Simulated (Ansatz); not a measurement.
# H5HfNO2S: the cost of one run

Method: RHF/def2-SVP, in Ansatz 0.2.0.

### Step 1. The starting structure

Bond lengths: Hf1–N2 2.675 Å, Hf1–S3 2.332 Å, Hf1–O5 1.870 Å, Hf1–O6 1.869 Å, N2–H7 1.015 Å, N2–H8 1.015 Å, O5–H9 0.965 Å, O6–H10 0.962 Å. Angles: Hf1–N2–H7 126.9°, Hf1–N2–H8 126.6°, H7–N2–H8 106.0°, N2–Hf1–S3 72.9°, N2–Hf1–O5 96.2°, N2–Hf1–O6 97.5°, S3–Hf1–O5 106.8°, S3–Hf1–O6 106.3°, O5–Hf1–O6 146.6°, Hf1–O5–H9 113.2°, Hf1–O6–H10 113.3°.

As a file:

```xyz
10

Hf   -1.0199   -0.2882   -0.6356
N     0.9078    0.8182    0.8520
S     0.7470   -1.8080   -0.5643
H     1.2734   -0.3880    0.4024
O    -0.7498    0.7835   -2.1443
O    -2.1690   -0.7529    0.7632
H     1.6270    1.4620    0.5378
H     0.9950    0.7718    1.8626
H     0.1559    0.7506   -2.4766
H    -1.7674   -1.3490    1.4028
```

### Step 2. A restrained relaxation towards end A

Springs on the bonds that form and break draw the guess towards this end; the thresholds are loose.

The input, input.yaml:

```yaml
crystal:
  periodic: [false, false, false]
  atoms:
    - { symbol: Hf, position_ang: [-1.0199, -0.2882, -0.6356] }
    - { symbol: "N", position_ang: [0.9078, 0.8182, 0.852] }
    - { symbol: S, position_ang: [0.747, -1.808, -0.5643] }
    - { symbol: H, position_ang: [1.2734, -0.388, 0.4024] }
    - { symbol: O, position_ang: [-0.7498, 0.7835, -2.1443] }
    - { symbol: O, position_ang: [-2.169, -0.7529, 0.7632] }
    - { symbol: H, position_ang: [1.627, 1.462, 0.5378] }
    - { symbol: H, position_ang: [0.995, 0.7718, 1.8626] }
    - { symbol: H, position_ang: [0.1559, 0.7506, -2.4766] }
    - { symbol: H, position_ang: [-1.7674, -1.349, 1.4028] }
basis:
  gaussian: { orbitals: def2-SVP }
hamiltonian:
  xc: hf
relax:
  f_tol: 0.15
  max_steps: 25
  restrain:
    - { distance: [3, 1], at: 2.32, k: 30.0 }
    - { distance: [0, 1], at: 2.46, k: 30.0 }
    - { distance: [3, 2], at: 1.36, k: 30.0 }
```

Command:

```bash
ansatz run input.yaml --threads 2 --pin off --max-ram 3072MiB --backend cpu --events-out ev --progress --plain --runs-dir out
```

**Question.** How long does this run take on 2 threads of Arm Neoverse V2, shared host, and how much memory does it need?

About 19 s, with a peak of 0.25 GiB.
